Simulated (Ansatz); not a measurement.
# CH₅BN₂O: geometry optimisation

The task is to find a stationary geometry of CH₅BN₂O.

Computed with Ansatz 0.2.0, Gaussian basis. Level: RKS PBE0-D4/def2-TZVP.

Plan: relaxation at PBE0-D4/def2-TZVP.

1 further run of the same task is left out (set aside as unsound or not needed).

**1. The system as given**

SMILES `N=C(N)BO`, 10 atoms, charge 0, spin multiplicity 1.

Atoms are counted from 1 here; the program's logs count them from 0.

Bond lengths: N1–C2 1.279 Å, N1–H6 1.015 Å, C2–N3 1.378 Å, C2–B4 1.594 Å, N3–H7 1.010 Å, N3–H8 1.007 Å, B4–O5 1.329 Å, B4–H9 1.173 Å, O5–H10 0.960 Å. Angles: C2–N1–H6 113.6°, N1–C2–N3 116.6°, N1–C2–B4 126.3°, N3–C2–B4 116.7°, C2–N3–H7 114.5°, C2–N3–H8 117.7°, H7–N3–H8 115.5°, C2–B4–O5 121.5°, C2–B4–H9 121.8°, O5–B4–H9 116.6°, B4–O5–H10 116.9°.

Coordinates:

```
N    -0.0648    1.1344    1.3867
C     0.1067    0.4276    0.3347
N     0.1782    1.1093   -0.8611
B     0.0751   -1.1639    0.2513
O    -0.6258   -1.7973   -0.6838
H    -0.1847    0.5839    2.2314
H     0.2873    2.1088   -0.7676
H     0.6973    0.6848   -1.6121
H     0.6308   -1.8361    1.0360
H    -1.1001   -1.2516   -1.3153
```

The start is a GFN2-xTB geometry.

**2. Optimising with PBE0-D4/def2-TZVP**

in.yaml

```yaml
crystal:
  periodic: [false, false, false]
  atoms:
    - {symbol: N, position_ang: [-0.064840, 1.134430, 1.386670]}
    - {symbol: C, position_ang: [0.106690, 0.427620, 0.334730]}
    - {symbol: N, position_ang: [0.178180, 1.109280, -0.861150]}
    - {symbol: B, position_ang: [0.075110, -1.163930, 0.251270]}
    - {symbol: O, position_ang: [-0.625840, -1.797330, -0.683850]}
    - {symbol: H, position_ang: [-0.184670, 0.583930, 2.231420]}
    - {symbol: H, position_ang: [0.287300, 2.108830, -0.767640]}
    - {symbol: H, position_ang: [0.697310, 0.684840, -1.612110]}
    - {symbol: H, position_ang: [0.630840, -1.836060, 1.036000]}
    - {symbol: H, position_ang: [-1.100090, -1.251610, -1.315340]}
basis:
  gaussian: {orbitals: def2-TZVP}
hamiltonian: {xc: pbe0, dispersion: d4}
relax: {f_tol: 0.005, max_steps: 150}
```

Launch:

```console
$ ansatz run in.yaml --threads 2 --pin off --events-out ev --progress --plain --max-ram 32768MiB --backend cuda --devices 0, --max-vram 18GiB
```

**Question.** What will the summary of the whole plan be? Wanted: point group; shift from the start; total energy; dispersion term; dipole moment.

**Answer**, as computed:

| quantity | value |
| --- | --- |
| point group | C1 |
| steps | 11 |
| shift from the start (rms) | 0.137 Å |
| total energy | -6817.7956 eV |
| dispersion term | -142 meV |
| dipole moment | 2.40 D |

In words: The atoms moved 0.14 Å (rms) from the start; the bond that changed most is B4–H9, from 1.173 to 1.196 Å. No vibrations were run, so it is not proven to be a minimum. The largest Mulliken charge, -0.49 e, sits on N3.
